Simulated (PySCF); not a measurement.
# C5H13FSi: the cost of one run

Programs: PySCF 2.14.0, with routines of our own; each step states its level. All values are computed. Atoms count from 0.

## (1) The system as given

20 atoms, charge 0, multiplicity 1; geometry from: GFN2-xTB.

## (2) Magnetic properties: GIAO BHandHLYP/pcSseg-1

The job: settings as JSON, then the geometry in Å.

```
{"job": {"kind": "mag", "xc": "BHandHLYP", "basis": "pcSseg-1", "isotopologues": 2}, "charge": 0, "multiplicity": 1}
C      2.872438    -0.154990     0.289077
C      1.452707    -0.686064     0.449384
C      0.414533     0.365921     0.059126
C     -1.033217    -0.059135     0.325643
Si    -2.204639     1.456857     0.287502
C     -1.502448    -1.111678    -0.666142
F     -1.636693    -0.568275    -1.925614
H      3.598972    -0.911271     0.577947
H      3.060640     0.125217    -0.745166
H      3.023898     0.722682     0.914440
H      1.335346    -1.578358    -0.169044
H      1.292345    -0.979992     1.490336
H      0.521712     0.609464    -1.000160
H      0.624044     1.276916     0.626012
H     -1.081121    -0.526368     1.315208
H     -2.082904     2.146229    -0.992561
H     -3.574651     0.987496     0.504215
H     -1.799375     2.341816     1.382642
H     -2.488935    -1.501609    -0.393876
H     -0.797803    -1.944181    -0.765943
```

Method: GIAO BHandHLYP/pcSseg-1 magnetisability, rotational g tensor and spin-rotation constants, non-relativistic, gas phase.

Command:

```
OMP_NUM_THREADS=1 python excited_run.py task.json out
```

This one command runs all jobs of the session in turn.

Q: Estimate the wall time and peak memory of this first job on 1 thread of Arm Neoverse V2, shared host.

About 27 s, with a peak of 0.95 GiB.
